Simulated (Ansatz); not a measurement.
# CH₆Cl₂O₂Si₂: up Jacob's ladder to CCSD(T)

How much do the methods differ for CH₆Cl₂O₂Si₂? The plan is to run it at one geometry with functionals of several rungs and with coupled cluster, and see how far each lands from CCSD(T) at the basis-set limit for the atomisation energy.

Computed with Ansatz 0.2.0, Gaussian basis. Level: functionals in def2-TZVPP, the program's frozen cores in correlated methods.

Plan: PBE-D4, r2SCAN-D4, PBE0-D4, B3LYP-D4, ωB97X-V, ωB97M-V, B2PLYP; CCSD(T)/def2-TZVPP; MP2/def2-QZVPP; extrapolation to the limit.

## 1. The relaxed structure

An earlier PBE0-D4 in a triple-zeta def2 set relaxation fixed the geometry.

13 atoms, charge 0, spin multiplicity 1.

Atoms are counted from 1 here; the program's logs count them from 0.

Bond lengths: C1–O2 1.415 Å, C1–H8 1.095 Å, C1–H9 1.094 Å, C1–H10 1.090 Å, O2–Si3 1.638 Å, Si3–Cl4 2.065 Å, Si3–Si5 2.341 Å, Si3–H11 1.485 Å, Si5–O6 1.636 Å, Si5–Cl7 2.064 Å, Si5–H12 1.477 Å, O6–H13 0.961 Å. Angles: O2–C1–H8 111.2°, O2–C1–H9 110.7°, O2–C1–H10 108.1°, H8–C1–H9 109.0°, H8–C1–H10 108.8°, H9–C1–H10 109.0°, C1–O2–Si3 124.6°, O2–Si3–Cl4 110.5°, O2–Si3–Si5 101.4°, O2–Si3–H11 110.7°, Cl4–Si3–Si5 111.1°, Cl4–Si3–H11 105.5°, Si5–Si3–H11 117.5°, Si3–Si5–O6 107.8°, Si3–Si5–Cl7 106.2°, Si3–Si5–H12 116.9°, O6–Si5–Cl7 111.8°, O6–Si5–H12 107.1° and more.

## 2. PBE-D4 (GGA)

Contents of in.yaml:

```yaml
crystal:
  periodic: [false, false, false]
  atoms:
    - {symbol: C, position_ang: [-0.434257, 2.120599, 0.852242]}
    - {symbol: O, position_ang: [-0.182552, 0.941315, 0.111113]}
    - {symbol: Si, position_ang: [0.044607, -0.540920, 0.769309]}
    - {symbol: Cl, position_ang: [1.765411, -0.571071, 1.910040]}
    - {symbol: Si, position_ang: [0.277678, -1.866339, -1.146128]}
    - {symbol: O, position_ang: [0.933112, -0.936077, -2.322017]}
    - {symbol: Cl, position_ang: [-1.623183, -2.499229, -1.641604]}
    - {symbol: H, position_ang: [-1.259786, 1.976009, 1.556835]}
    - {symbol: H, position_ang: [0.457416, 2.426435, 1.406528]}
    - {symbol: H, position_ang: [-0.704883, 2.910545, 0.151036]}
    - {symbol: H, position_ang: [-1.059058, -0.875522, 1.705068]}
    - {symbol: H, position_ang: [1.122164, -3.071955, -1.025819]}
    - {symbol: H, position_ang: [0.663311, -0.013801, -2.326593]}
basis:
  gaussian: {orbitals: def2-TZVPP}
hamiltonian: {xc: pbe, dispersion: d4}
output: {forces: true, orbitals: {seedname: orbitals}}
```

The run is started by

```sh
$ ansatz run in.yaml --threads 2 --pin off --events-out ev --progress --plain --max-ram 32768MiB --backend cuda --devices 0, --max-vram 18GiB
```

Further steps of the session: r2SCAN-D4 (meta-GGA); PBE0-D4 (hybrid); B3LYP-D4 (hybrid); ωB97X-V (range-separated); ωB97M-V (range-separated); B2PLYP (double hybrid); CCSD(T) in def2-TZVPP; MP2 in def2-QZVPP.

**Question.** What will the summary of the whole plan be? Wanted: atomisation energy, CCSD(T)/CBS; farthest; mean size of error, hybrid; mean size of error, range-separated; gap, smallest and largest; T1 diagnostic; triples share of the correlation energy.

The runs gave:

| quantity | value |
| --- | --- |
| atomisation energy, CCSD(T)/CBS | 4738.2 kJ/mol |
| functionals within 23.7 kJ/mol (0.5 %) | r2SCAN-D4, ωB97X-V, ωB97M-V |
| farthest | B2PLYP (-90.6 kJ/mol) |
| mean size of error, hybrid | 42.5 kJ/mol |
| mean size of error, range-separated | 5.1 kJ/mol |
| gap, smallest and largest | 5.12 eV (PBE-D4), 11.57 eV (ωB97X-V) |
| T1 diagnostic | 0.0113 |
| triples share of the correlation energy | 3.8 % |

In words: PBE-D4 misses by +39.5 kJ/mol. Double hybrids carry the basis error of their MP2 part in triple zeta, and no dispersion term here, so their miss is partly the set-up's. Misses under about 23.7 kJ/mol are within the doubt on the reference itself, which lacks core-valence correlation, relativity and higher excitations. Hartree-Fock recovers 73 % of the binding; the rest is correlation. The gap grows from 5.1 to 11.6 eV across the functionals, mostly with the share of exact exchange.
